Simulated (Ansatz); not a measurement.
# Manganese, simple cubic under r²SCAN: from relaxation to bulk modulus

Aim: take manganese in the simple cubic structure, relax it, solve it on a dense k-mesh, switch on spin-orbit coupling, then scale the cell to 7 volumes from 88 to 112 % of the relaxed one and try a fit of the equation of state. The k-meshes are 13×13×13 for the relaxation; 23×23×23 for the dense run; 14×14×14 for spin-orbit coupling; 16×16×16 for the volumes.

Program: Ansatz 0.2.0. Level of theory: DFT r2SCAN, plane waves (500 eV) with PAW, scalar-relativistic; PAW files made under PBE, frozen cores solved again for the functional. These are calculated values, not measurements.

## 1. The system as given

The structure is cubic, space group Pm-3m (No. 221). The conventional cell has a = 2.332 Å, b = 2.332 Å, c = 2.332 Å, α = 90.00°, β = 90.00°, γ = 90.00°. Around Mn (site symmetry m-3m) lie 6 Mn at 2.33 Å.

Coordinates:

```
Mn
1.0
     2.33246    0.00000    0.00000
     0.00000    2.33246    0.00000
     0.00000    0.00000    2.33246
Mn
1
Direct
  0.00000 0.00000 0.00000
```

## 2. Relaxation of the cell

Contents of input.yaml:

```yaml
crystal:
  lattice:
    - [2.3324620846, 0.0, 0.0]
    - [0.0, 2.3324620846, 0.0]
    - [0.0, 0.0, 2.3324620846]
  atoms:
    - { symbol: Mn, position: [0.0, 0.0, 0.0] }
hamiltonian:
  xc: r2scan
  pseudopotentials:
    kind: paw
    azcp:
      Mn: "pseudopotentials/Mn.paw.azcp"
basis:
  ecutwfc: 500
  fft_grid_basis: typed
kpoints:
  mp_grid: { grid: [13, 13, 13], shift: [0, 0, 0] }
magnetization:
  spin_polarized: false
scf:
  occupations: { method: fermi_dirac, width: 0.1 }
relax:
  max_steps: 60
  f_tol: 0.01
  cell: {}
output:
  write_density: true
  write_potential: true
  elf: true
  volumetric_format: npy
```

The run is started by

```sh
$ ansatz run input.yaml --threads 1 --pin off --max-ram 3584MiB --backend cpu --events-out ev --progress --plain --runs-dir out
```

The runs that follow: Dense single point; Spin-orbit coupling switched on; The cell scaled to 88 % of its volume; The cell scaled to 92 % of its volume; The cell scaled to 96 % of its volume; The cell scaled to 100 % of its volume; The cell scaled to 104 % of its volume; The cell scaled to 108 % of its volume; The cell scaled to 112 % of its volume.

What does the calculation give? Wanted: space group; conventional cell; volume; shortest distance; gap on the mesh; relative to alpha-Mn; V₀, B₀, B₀′.

As calculated:

| quantity | value |
| --- | --- |
| space group (spins left aside) | Pm-3m (No. 221) |
| conventional cell | a = 2.260 Å |
| volume | 11.537 Å³/atom |
| shortest distance | 2.260 Å |
| gap on the mesh | none (levels filled in part) |
| relative to alpha-Mn (A12), ferrimagnetic | +1346 meV/atom |
| V₀, B₀, B₀′ | 11.517 Å³/atom, 232 GPa, 4.3 |

In words: The relaxation shrank the cell by 9.1 % in volume. Against the reference form of manganese (alpha-Mn (A12), ferrimagnetic, computed apart with the same settings) it stands 1346 meV/atom higher; part of this is magnetic energy, as this run has no moments. No gap shows: it is a metal or semimetal at this level. The total energy of the spin-orbit run lies +1.1 eV/atom from the scalar one, but the two kinds of run don't share a zero of energy: only differences within one kind count. B₀ comes out at 232 GPa. The symmetry was held, so the structure may be unstable against distortions that break it.
